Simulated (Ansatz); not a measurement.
# CH₄Cl₂Si: small, medium and large basis sets

An exercise on one series of results from a longer session: the logs are not shown, and one member is left open.

Program: Ansatz 0.2.0, Gaussian basis. Level of theory: one geometry, several basis sets. These are calculated values, not measurements.

The runs, in order: PBE0-D4/def2-SVP; ωB97M-V/def2-SVP; PBE0-D4/def2-QZVPP; ωB97M-V/def2-QZVPP; CCSD(T)/cc-pV(D+d)Z; CCSD(T)/cc-pV(T+d)Z; CCSD(T)/cc-pV(Q+d)Z; the functionals' def2-TZVPP values are taken from earlier runs.

**The relaxed structure**

The geometry comes from an earlier relaxation with PBE0-D4 in a triple-zeta def2 set; it is a stationary point, not always the lowest conformer.

SMILES `C[SiH](Cl)Cl`, 8 atoms, charge 0, spin multiplicity 1.

Atoms are counted from 1 here; the program's logs count them from 0.

Bond lengths: C1–Si2 1.847 Å, C1–H5 1.093 Å, C1–H6 1.093 Å, C1–H7 1.092 Å, Si2–Cl3 2.049 Å, Si2–Cl4 2.049 Å, Si2–H8 1.477 Å. Angles: Si2–C1–H5 110.1°, Si2–C1–H6 110.1°, Si2–C1–H7 110.4°, H5–C1–H6 108.8°, H5–C1–H7 108.7°, H6–C1–H7 108.7°, C1–Si2–Cl3 109.8°, C1–Si2–Cl4 109.8°, C1–Si2–H8 113.5°, Cl3–Si2–Cl4 108.8°, Cl3–Si2–H8 107.4°, Cl4–Si2–H8 107.4°.

Geometry (Å):

```xyz
8

C    -0.1682    1.0001   -0.1430
Si    0.0581   -0.8027    0.1889
Cl    1.9647   -1.1536    0.8527
Cl   -0.2480   -1.8703   -1.5330
H    -1.1826    1.1914   -0.5010
H    -0.0034    1.5739    0.7721
H     0.5399    1.3401   -0.9011
H    -0.8685   -1.3359    1.2086
```

Set-up of the first run:

Input file in.yaml:

```yaml
crystal:
  periodic: [false, false, false]
  atoms:
    - {symbol: C, position_ang: [-0.168190, 1.000114, -0.142976]}
    - {symbol: Si, position_ang: [0.058122, -0.802729, 0.188931]}
    - {symbol: Cl, position_ang: [1.964678, -1.153608, 0.852681]}
    - {symbol: Cl, position_ang: [-0.248001, -1.870346, -1.533020]}
    - {symbol: H, position_ang: [-1.182569, 1.191419, -0.501005]}
    - {symbol: H, position_ang: [-0.003386, 1.573941, 0.772071]}
    - {symbol: H, position_ang: [0.539945, 1.340051, -0.901053]}
    - {symbol: H, position_ang: [-0.868499, -1.335942, 1.208573]}
basis:
  gaussian: {orbitals: def2-SVP}
hamiltonian: {xc: pbe0, dispersion: d4}
output: {orbitals: {seedname: orbitals}}
```

Started as:

```bash
$ ansatz run in.yaml --threads 2 --pin off --events-out ev --progress --plain --max-ram 32768MiB --backend cpu
```

Among the steps run: PBE0-D4 in def2-SVP; ωB97M-V in def2-SVP; PBE0-D4 in def2-QZVPP; ωB97M-V in def2-QZVPP.

One of the session's tables, all rows but one given; the rest of the session is left out.

It belongs to the step «Density functionals: the series». 

```
functional       basis  HOMO (eV)  LUMO (eV)
   PBE0-D4    def2-SVP      -8.72       0.98
   PBE0-D4  def2-TZVPP          ?          ?
   PBE0-D4  def2-QZVPP      -8.87       0.33
   ωB97M-V    def2-SVP     -10.91       3.04
   ωB97M-V  def2-TZVPP     -11.07       2.40
   ωB97M-V  def2-QZVPP     -11.10       1.72
```

Estimate the missing values for PBE0-D4, def2-TZVPP.

The run gave: HOMO (eV): -8.84; LUMO (eV): 0.55. In the column «HOMO (eV)» it lies between PBE0-D4, def2-QZVPP (-8.87) and PBE0-D4, def2-SVP (-8.72).
